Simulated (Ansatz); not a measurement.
Task: a single point in a Gaussian basis of C2H10AlNSi, SMILES CC[N]([AlH2])[SiH3], with Ansatz 0.2.0 through its Python package. Give the script and its output. Level of theory: B3LYP, def2-SVP basis, multiplicity 1.

| atom | x (Å) | y (Å) | z (Å) |
| --- | --- | --- | --- |
| C | -1.3296 | 0.6826 | 1.4460 |
| C | -0.4974 | 0.8290 | 0.1919 |
| N | 0.4913 | -0.2299 | 0.1703 |
| Al | -0.1177 | -1.9255 | -0.3803 |
| Si | 1.8149 | 0.1638 | -1.0244 |
| H | -2.0724 | 1.6094 | 1.4692 |
| H | -0.7238 | 0.7362 | 2.3547 |
| H | -1.9437 | -0.1860 | 1.4046 |
| H | -1.1197 | 0.8178 | -0.6832 |
| H | -0.0040 | 1.8337 | 0.2581 |
| H | 0.7538 | -3.2121 | -0.4405 |
| H | -1.7157 | -2.0545 | -0.7498 |
| H | 2.4063 | 1.4643 | -0.6409 |
| H | 2.8077 | -0.8770 | -1.0001 |
| H | 1.2282 | 0.2975 | -2.3461 |

Script `c2h10alnsi_energy.py`:
```python
'''Single point of C2H10AlNSi in a Gaussian basis.'''

import json
import logging
import sys
import warnings

import ansatz as az
from ase import Atoms
import numpy as np

logging.basicConfig(stream=sys.stdout, format='[%(levelname)s] %(message)s')
logger = logging.getLogger('c2h10alnsi')
logger.setLevel(logging.INFO)


def main() -> None:
    warnings.simplefilter('ignore', az.DeckWarning)

    atoms = Atoms(['C', 'C', 'N', 'Al', 'Si', 'H', 'H', 'H', 'H', 'H', 'H', 'H', 'H', 'H', 'H'], positions=[
        [-1.3296, 0.6826, 1.446],
        [-0.4974, 0.829, 0.1919],
        [0.4913, -0.2299, 0.1703],
        [-0.1177, -1.9255, -0.3803],
        [1.8149, 0.1638, -1.0244],
        [-2.0724, 1.6094, 1.4692],
        [-0.7238, 0.7362, 2.3547],
        [-1.9437, -0.186, 1.4046],
        [-1.1197, 0.8178, -0.6832],
        [-0.004, 1.8337, 0.2581],
        [0.7538, -3.2121, -0.4405],
        [-1.7157, -2.0545, -0.7498],
        [2.4063, 1.4643, -0.6409],
        [2.8077, -0.877, -1.0001],
        [1.2282, 0.2975, -2.3461],
    ])
    c2h10alnsi = az.Crystal.molecule_from_ase(atoms)

    base = c2h10alnsi.calculation().basis(gaussian='def2-SVP').functional('b3lyp').forces()
    rep = base.session().plan(threads=1).execute().report

    for key in ('converged', 'free_energy_ev', 'reference_energy_ev', 'n_frozen', 'n_occupied', 'n_virtual'):
        logger.info(f'{key:22s} {rep[key]}')

    symbols = [site.symbol for site in c2h10alnsi.cartesian_sites]
    forces = np.array(rep['forces_ev_ang'])
    print('largest force', round(float(np.linalg.norm(forces, axis=1).max()), 4), 'eV/A, rms', round(float(np.sqrt((forces ** 2).mean())), 4))

    charges = rep['charge_distribution']
    print('dipole moment', round(4.803205 * float(np.linalg.norm(charges['dipole_moment_e_ang'])), 3), 'D')
    print('Mulliken:', [(s, round(q, 3)) for s, q in zip(symbols, charges['mulliken_charges_e'])])
    with open('c2h10alnsi.json', 'w') as handle:
        json.dump({k: rep[k] for k in ('free_energy_ev', 'reference_energy_ev', 'n_occupied', 'n_virtual')}, handle, indent=1)


if __name__ == '__main__':
    main()
```

```console
$ python c2h10alnsi_energy.py
[INFO] converged              True
[INFO] free_energy_ev         -18195.603825997434
[INFO] reference_energy_ev    -18195.603825997434
[INFO] n_frozen               0
[INFO] n_occupied             [28, 28]
[INFO] n_virtual              [100, 100]
largest force 3.7278 eV/A, rms 0.9955
dipole moment 0.595 D
Mulliken: [('C', -0.005), ('C', 0.155), ('N', -0.649), ('Al', 0.578), ('Si', 0.47), ('H', 0.009), ('H', 0.025), ('H', 0.015), ('H', 0.002), ('H', 0.005), ('H', -0.146), ('H', -0.182), ('H', -0.095), ('H', -0.083), ('H', -0.101)]
```

File `c2h10alnsi.json` afterwards:
```json
{
 "free_energy_ev": -18195.603825997434,
 "reference_energy_ev": -18195.603825997434,
 "n_occupied": [
  28,
  28
 ],
 "n_virtual": [
  100,
  100
 ]
}
```

Total energies depend on the basis set; only differences at equal settings carry meaning. The geometry is a force-field or estimated start, not a minimum of this method, and the basis set is short of its limit. b3lyp holds the VWN-RPA fit, as in Gaussian; the form of ORCA and Turbomole is b3lyp5. Hardware and time: 9.5 s on 1 thread of Arm Neoverse V1 (shared host), peak memory 0.36 GiB.

(Lines on the test bed's own set-up are left out of the output.)
